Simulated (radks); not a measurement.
# Taking charge from the 3s level of La in fractions

What happens to E and to the 3s eigenvalue of La when a fraction of an electron is removed? The exact functional would give straight lines between whole numbers for a frontier level.

Program: radks (a radial shooting solver on a logarithmic mesh, Libxc functionals) version 1. Level of theory: Dirac Kohn-Sham, PBE, spin-unpolarised, spherical densities, point nucleus; open shells fill j = l - 1/2 first. These are calculated values, not measurements, unless marked.

## 1. What is computed

```
element       : lanthanum (Z = 57)
charge        : 0
electrons     : 57
configuration : [Xe] 5d1 6s2
```

## 2. Start: [Xe] 5d1 6s2

Input:

```text
Z 57
configuration [Xe] 5d1 6s2
relativity Dirac
functional pbe,pbe
spin unpolarised
j_filling energy
nucleus point
c 137.035999084
```

## 3. 0.1 electron removed from 3s

Changes since step 2:

```diff
@@ -1,3 +1,3 @@
 Z 57
-configuration [Xe] 5d1 6s2
+configuration [Ne] 3s1.9 3p6 3d10 4s2 4p6 4d10 5s2 5p6 5d1 6s2
 relativity Dirac
```

## 4. 0.2 electron removed from 3s

Input:

```text
Z 57
configuration [Ne] 3s1.8 3p6 3d10 4s2 4p6 4d10 5s2 5p6 5d1 6s2
relativity Dirac
functional pbe,pbe
spin unpolarised
j_filling energy
nucleus point
c 137.035999084
```

## 5. 0.3 electron removed from 3s

Input:

```text
Z 57
configuration [Ne] 3s1.7 3p6 3d10 4s2 4p6 4d10 5s2 5p6 5d1 6s2
relativity Dirac
functional pbe,pbe
spin unpolarised
j_filling energy
nucleus point
c 137.035999084
```

## 6. 0.4 electron removed from 3s

Input:

```text
Z 57
configuration [Ne] 3s1.6 3p6 3d10 4s2 4p6 4d10 5s2 5p6 5d1 6s2
relativity Dirac
functional pbe,pbe
spin unpolarised
j_filling energy
nucleus point
c 137.035999084
```

## 7. 0.5 electron removed from 3s

Input:

```text
Z 57
configuration [Ne] 3s1.5 3p6 3d10 4s2 4p6 4d10 5s2 5p6 5d1 6s2
relativity Dirac
functional pbe,pbe
spin unpolarised
j_filling energy
nucleus point
c 137.035999084
```

## 8. 0.6 electron removed from 3s

Input:

```text
Z 57
configuration [Ne] 3s1.4 3p6 3d10 4s2 4p6 4d10 5s2 5p6 5d1 6s2
relativity Dirac
functional pbe,pbe
spin unpolarised
j_filling energy
nucleus point
c 137.035999084
```

## 9. 0.7 electron removed from 3s

Input:

```text
Z 57
configuration [Ne] 3s1.3 3p6 3d10 4s2 4p6 4d10 5s2 5p6 5d1 6s2
relativity Dirac
functional pbe,pbe
spin unpolarised
j_filling energy
nucleus point
c 137.035999084
```

## 10. 0.8 electron removed from 3s

Input:

```text
Z 57
configuration [Ne] 3s1.2 3p6 3d10 4s2 4p6 4d10 5s2 5p6 5d1 6s2
relativity Dirac
functional pbe,pbe
spin unpolarised
j_filling energy
nucleus point
c 137.035999084
```

## 11. 0.9 electron removed from 3s

Input:

```text
Z 57
configuration [Ne] 3s1.1 3p6 3d10 4s2 4p6 4d10 5s2 5p6 5d1 6s2
relativity Dirac
functional pbe,pbe
spin unpolarised
j_filling energy
nucleus point
c 137.035999084
```

## 12. 1 electron removed from 3s

Input:

```text
Z 57
configuration [Ne] 3s1 3p6 3d10 4s2 4p6 4d10 5s2 5p6 5d1 6s2
relativity Dirac
functional pbe,pbe
spin unpolarised
j_filling energy
nucleus point
c 137.035999084
```

Before running it: what results should come out? Wanted: for each run, removed; E − E(0); eigenvalue; E minus straight line.

As calculated:

| removed (e) | E − E(0) (eV) | eigenvalue (eV) | E minus straight line (eV) |
| --- | --- | --- | --- |
| 0 | 0.000 | -1317.8 | 0.000 |
| 0.1 | 132.01 | -1322.5 | -2.167 |
| 0.2 | 264.50 | -1327.3 | -3.860 |
| 0.3 | 397.47 | -1332.0 | -5.076 |
| 0.4 | 530.91 | -1336.9 | -5.812 |
| 0.5 | 664.84 | -1341.7 | -6.064 |
| 0.6 | 799.25 | -1346.6 | -5.832 |
| 0.7 | 934.15 | -1351.5 | -5.112 |
| 0.8 | 1069.5 | -1356.4 | -3.901 |
| 0.9 | 1205.4 | -1361.3 | -2.198 |
| 1 | 1341.8 | -1366.3 | 0.000 |

In words: Removing the whole electron costs 1341.8 eV, against 1317.8 eV from minus the starting eigenvalue. Slater's transition state, half an electron removed, gives 1341.7 eV. The trapezoid integral of minus the eigenvalue gives 1341.8 eV over the range, against 1341.8 eV from the energies (Janak's theorem). The eigenvalue moves by 48.5 eV per electron. E bends below the straight line by 6.06 eV at 0.5 electron removed.
